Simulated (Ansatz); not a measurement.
# C2H6Si2: the cost of one run

The runs use Ansatz 0.2.0; RKS r2SCAN0-D4/def2-TZVP.

### Step 1. The system as given

SMILES `C[SiH]=C=[SiH2]`, 10 atoms, charge 0, spin multiplicity 1.

Atoms are counted from 1 here; the program's logs count them from 0.

Bond lengths: C1–Si2 1.879 Å, C1–H5 1.110 Å, C1–H6 1.107 Å, C1–H7 1.110 Å, Si2–C3 1.699 Å, Si2–H8 1.503 Å, C3–Si4 1.696 Å, Si4–H9 1.502 Å, Si4–H10 1.501 Å. Angles: Si2–C1–H5 110.6°, Si2–C1–H6 110.1°, Si2–C1–H7 110.6°, H5–C1–H6 109.0°, H5–C1–H7 107.5°, H6–C1–H7 109.0°, C1–Si2–C3 125.4°, C1–Si2–H8 112.9°, C3–Si2–H8 121.7°, Si2–C3–Si4 179.5°, C3–Si4–H9 123.9°, C3–Si4–H10 123.9°, H9–Si4–H10 112.3°.

As a file:

```xyz
10
charge 0, multiplicity 1
C    -1.6086   -0.4913    1.2418
Si   -0.2559   -0.9314    0.0143
C     0.8510    0.1641   -0.6650
Si    1.9456    1.2611   -1.3548
H    -1.4842   -1.0670    2.1828
H    -1.5748    0.5906    1.4734
H    -2.6079   -0.7411    0.8279
H    -0.2341   -2.3932   -0.3335
H     3.2779    1.6041   -0.7525
H     1.6911    2.0041   -2.6343
```

This geometry comes from a loose relaxation at PBE in a small basis, which is not shown.

### Step 3. Setting up the map

- bond length Si2–C3: 7 values from 1.436 to 2.338 Å
- bond length C3–Si4: 7 values from 1.467 to 2.083 Å

Nothing else is relaxed (all other coordinates rigid). Energies count from the relaxed molecule at the same level.

(The set-up runs are not shown.)

### Step 4. Point bond length Si2–C3 = 1.737 Å, bond length C3–Si4 = 1.672 Å

input.yaml

```yaml
crystal:
  periodic: [false, false, false]
  atoms:
    - { symbol: C, position_ang: [-1.587947, -0.486415, 1.225997] }
    - { symbol: Si, position_ang: [-0.252101, -0.904302, 0.012176] }
    - { symbol: C, position_ang: [0.875303, 0.216972, -0.687019] }
    - { symbol: Si, position_ang: [1.965847, 1.286992, -1.366251] }
    - { symbol: H, position_ang: [-1.455505, -1.049657, 2.14865] }
    - { symbol: H, position_ang: [-1.573696, 0.574875, 1.454836] }
    - { symbol: H, position_ang: [-2.565352, -0.748723, 0.823549] }
    - { symbol: H, position_ang: [-0.231653, -2.3435, -0.323559] }
    - { symbol: H, position_ang: [3.280006, 1.614172, -0.778614] }
    - { symbol: H, position_ang: [1.729381, 2.022744, -2.624083] }
basis:
  gaussian: { orbitals: def2-TZVP }
hamiltonian:
  xc: { name: r2SCAN0 }
  dispersion: d4
output:
  forces: true
```

Run with:

```bash
ansatz run input.yaml --threads 1 --pin off --max-ram 2560MiB --backend cpu --events-out ev --progress --plain --runs-dir out
```

Q: Estimate wall time and peak memory on 1 thread of Arm Neoverse V1, shared host.

About 12 s, with a peak of 0.37 GiB.
